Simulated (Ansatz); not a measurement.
Born–Oppenheimer molecular dynamics of a periodic cell of 24 atoms, Li3BiB2O6 (host Li3BiB2O6, host structure P-1). It goes on from the last frame of an earlier run, with new velocities.

Level of theory: DFT r2SCAN-D3(BJ), scalar-relativistic, plane waves, PAW (Ansatz). Settings: cutoff 500 eV, k mesh 2x1x1, fermi-dirac smearing 0.05 eV, no spin polarisation.

```
ensemble        : NVT, Langevin thermostat
time step       : 1 fs
steps asked     : 20
set temperature : 1920 K
friction        : 0.05 /fs
seed            : 358480
```

First frame:

```xyz
24
Lattice="5.1727 0.0000 0.0000 0.2059 7.2084 0.0000 0.3454 2.8702 7.9045" Properties=species:S:1:pos:R:3
Li 0.979 0.767 0.794
Li 2.131 9.203 5.990
Li 1.777 2.913 2.967
Li 3.618 7.162 5.087
Li 3.783 0.946 2.006
Li 4.889 9.331 7.131
B 1.332 7.556 3.446
B 1.917 5.111 0.526
B 3.766 4.907 7.197
B 4.390 2.453 4.499
Bi 1.171 5.217 5.721
Bi 4.552 4.872 2.237
O 0.723 3.052 4.643
O 1.467 4.252 1.606
O 1.143 8.626 7.802
O 1.898 7.341 4.734
O 1.928 8.144 2.375
O 2.414 4.627 7.337
O 3.129 5.386 0.364
O 3.812 1.941 5.449
O 3.769 2.944 3.372
O 4.319 1.404 0.016
O 4.209 5.655 6.214
O 5.265 6.858 3.383
```

(1) What does the run give?

(2) What happens to the structure?

(3) How do temperature and energy run in time?

Answers

(1) The run went to its last step.

```
steps done                                               : 20
time covered                                             : 20 fs
mean temperature over the second half                    : 1685 K
spread of the potential energy over the second half      : 5.8 meV per atom
mean potential energy of the second half above the start : 37.9 meV per atom
```

The mean temperature of the second half is 12 % below the set value. A run of 0.02 ps of so small a system gives no equilibrium averages. Limits of this set-up: coarse k mesh.

(2) Mean squared displacements from the first frame to the last, about the centre of mass: Li 0.14 Å², B 0.07 Å², Bi 0.00 Å², O 0.04 Å². The details hang on the random start.

(3) 
| time (fs) | T (K) | potential energy less start (eV) |
| --- | --- | --- |
| 0.0 | 1840 | 0.000 |
| 1.0 | 1928 | 0.241 |
| 2.0 | 1746 | 0.465 |
| 3.0 | 1624 | 0.603 |
| 4.0 | 1705 | 0.673 |
| 5.0 | 1682 | 0.822 |
| 6.0 | 1540 | 0.988 |
| 7.0 | 1469 | 1.093 |
| 8.0 | 1294 | 1.179 |
| 9.0 | 1338 | 1.211 |
| 10.0 | 1479 | 1.156 |
| 11.0 | 1567 | 0.998 |
| 12.0 | 1385 | 0.841 |
| 13.0 | 1435 | 0.754 |
| 14.0 | 1560 | 0.735 |
| 15.0 | 1591 | 0.774 |
| 16.0 | 1560 | 0.815 |
| 17.0 | 1732 | 0.865 |
| 18.0 | 1798 | 0.951 |
| 19.0 | 2119 | 1.017 |
| 20.0 | 2307 | 1.108 |

Run time: 9.4 min on 1 thread of Arm Neoverse V2, on a shared host, peak memory 1.2 GiB.
